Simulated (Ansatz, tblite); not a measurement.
# The cluster Si₄Au₃−: rung by rung

How do method and basis change the picture of the cluster Si₄Au₃− (singlet)?

Program: Ansatz 0.2.0, Gaussian basis. Level of theory: as each input shows. These are calculated values, not measurements.

Levels to be run: GFN2-xTB, PBE-D4/def2-TZVPD, r2SCAN-D4/def2-TZVPD, ωB97M-V/def2-TZVPD, B2PLYP/def2-TZVPD, CAM-B3LYP-D4/def2-TZVPD, MP2/def2-TZVPD, RPA/def2-TZVPD.

2 further runs of the same task are left out: 2 set aside as unsound or not needed. Runs told in other sessions of the task aren't counted.

## 1. The geometry

The geometry is that of the singlet, from an earlier relaxation (r2SCAN-D4/def2-SVPD). At that level it is the lowest of the isomers that a small search found.

7 atoms, charge -1, spin multiplicity 1.

Bond lengths: Au1–Si4 2.419 Å, Au1–Si5 2.419 Å, Au2–Si4 2.419 Å, Au2–Si7 2.419 Å, Au3–Si5 2.419 Å, Au3–Si7 2.419 Å, Si4–Si6 2.395 Å, Si5–Si6 2.395 Å, Si6–Si7 2.395 Å. Angles: Si4–Au1–Si5 80.6°, Si4–Au2–Si7 80.5°, Si5–Au3–Si7 80.5°, Au1–Si4–Au2 83.6°, Au1–Si4–Si6 98.9°, Au2–Si4–Si6 99.0°, Au1–Si5–Au3 83.6°, Au1–Si5–Si6 98.9°, Au3–Si5–Si6 99.0°, Si4–Si6–Si5 81.6°, Si4–Si6–Si7 81.5°, Si5–Si6–Si7 81.5°, Au2–Si7–Au3 83.2°, Au2–Si7–Si6 99.0°, Au3–Si7–Si6 99.0°.

As a file:

| atom | x (Å) | y (Å) | z (Å) |
| --- | --- | --- | --- |
| Au1 | -1.29558 | 1.53848 | 0.83139 |
| Au2 | -1.37983 | -0.62682 | -1.55773 |
| Au3 | 1.14023 | 1.34307 | -1.27135 |
| Si4 | -1.40374 | -0.87763 | 0.84815 |
| Si5 | 1.05278 | 1.04068 | 1.12706 |
| Si6 | 0.91782 | -1.34945 | 1.19996 |
| Si7 | 0.96831 | -1.06832 | -1.17749 |

Au takes a core potential in the def2 sets. No spin-orbit coupling is included. The ion is computed in the gas phase, without counter-ions or solvent.

PBE0-D4/def2-TZVPD was run before; its log isn't repeated, and its numbers join the tables.

## 2. GFN2-xTB

Tight binding, by tblite at 300 K electronic temperature and without a spin-polarisation term:

```python
tblite.interface.Calculator('GFN2-xTB', numbers, positions, charge=-1, uhf=0).singlepoint()
```

Energy -502.6508 eV, HOMO -2.20 eV, LUMO -0.98 eV; 0.013 s.

## 3. PBE-D4/def2-TZVPD

start.molden holds the orbitals of an earlier run on this state, given as this run's starting guess.

Input file in.yaml:

```yaml
crystal:
  periodic: [false, false, false]
  atoms:
    - {symbol: Au, position_ang: [-1.295578, 1.538476, 0.831389]}
    - {symbol: Au, position_ang: [-1.379825, -0.626825, -1.557728]}
    - {symbol: Au, position_ang: [1.140233, 1.343068, -1.271347]}
    - {symbol: Si, position_ang: [-1.403738, -0.877633, 0.848151]}
    - {symbol: Si, position_ang: [1.052782, 1.040683, 1.127061]}
    - {symbol: Si, position_ang: [0.917817, -1.349448, 1.199964]}
    - {symbol: Si, position_ang: [0.968309, -1.068321, -1.177490]}
basis:
  gaussian: {orbitals: def2-TZVPD, initial_orbitals: start.molden}
total_charge: -1
hamiltonian: {xc: pbe, dispersion: d4}
scf: {omitted_lower_state_checks: [starts]}
output: {forces: true, orbitals: {seedname: orbitals}}
```

Command:

```bash
> ansatz run in.yaml --threads 4 --pin off --events-out ev --progress --plain --max-ram 4787MiB
```

After this run come: r2SCAN-D4/def2-TZVPD; ωB97M-V/def2-TZVPD; B2PLYP/def2-TZVPD; CAM-B3LYP-D4/def2-TZVPD; MP2/def2-TZVPD; RPA/def2-TZVPD.

Before running them: what should the planned runs give, taken together? Wanted: gap in def2-TZVPD, named functionals, smallest and largest; correlation energy, MP2/def2-TZVPD.

The runs gave:

| quantity | value |
| --- | --- |
| gap in def2-TZVPD, named functionals, smallest and largest | 2.43 eV (PBE-D4), 6.55 eV (ωB97M-V) |
| correlation energy, MP2/def2-TZVPD | -54.14 eV |

Over the named functionals in def2-TZVPD the gap runs from 2.43 eV (PBE-D4) to 6.55 eV (ωB97M-V); exact exchange widens it.
